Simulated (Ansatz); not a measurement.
MnPd3 under changes of volume

One of the cells (15.387 Å³/atom); the others are scaled copies at fixed shape and fractional positions:

```xyz
4
Lattice="1.4231 0.8216 8.7733 -1.4231 0.8216 8.7733 0.0000 -1.6432 8.7733" Properties=species:S:1:pos:R:3 pbc="T T T"
Pd    0.0000    0.0000   19.6037
Pd    0.0000    0.0000   13.1600
Pd    0.0000    0.0000    6.7162
Mn    0.0000    0.0000    0.0000
```

The cell comes from a database or a generator and needn't be the stable form of this composition.

| Property | Result |
| --- | --- |
| Program | Ansatz 0.2.0 |
| Functional | PBEsol |
| Potentials or basis | all-electron LAPW, scalar-relativistic |
| Cutoff | 280 eV (chosen from the basis error) |
| Basis error allowed | 0.001 eV/atom |
| k mesh | 11 × 11 × 11 |
| Occupations | fermi-dirac, width 0.05 eV |
| Spin | collinear spin, ferromagnetic start |
| Starting moments | [0.0, 0.0, 0.0, 4.0] μB |

| volume (Å³/atom) | energy over the lowest point (meV/atom) | pressure (GPa) | moment (μB per cell) | largest force (eV/Å) |
| --- | --- | --- | --- | --- |
| 14.464 | 0.00 | -0.5 | 4.21 | 0.140 |
| 14.772 | 4.07 | -3.8 | 4.32 | 0.109 |
| 15.079 | 13.94 | -6.6 | 4.41 | 0.079 |
| 15.387 | ? | ? | ? | ? |
| 15.695 | 48.72 | -11.4 | 4.55 | 0.019 |
| 16.003 | 72.54 | -13.4 | 4.60 | 0.010 |
| 16.310 | 99.98 | -15.2 | 4.64 | 0.039 |

Task: What does the run at 15.387 Å³/atom give?

Result: Energy over the lowest point 29.01 meV/atom; pressure -9.2 GPa; moment 4.49 μB per cell; largest force 0.049 eV/Å.

Worked out: A Birch-Murnaghan fit of order 3 (a polynomial in V^(-2/3)) to the other rows has its minimum at 14.42 Å³/atom, just outside them, with B0 = V·E''(V) = 161 GPa and B' = 4.4 at fixed shape and positions, which overstates the stiffness. It gives 29.01 meV/atom at 15.387 Å³/atom, against the run's 29.01, and -dE/dV = -9.1 GPa, against -9.2. A parabola through the other rows of the moment, of slope 0.231 μB per Å³/atom there, gives 4.49 μB, against the run's 4.49.

Energies are extrapolated to zero smearing.
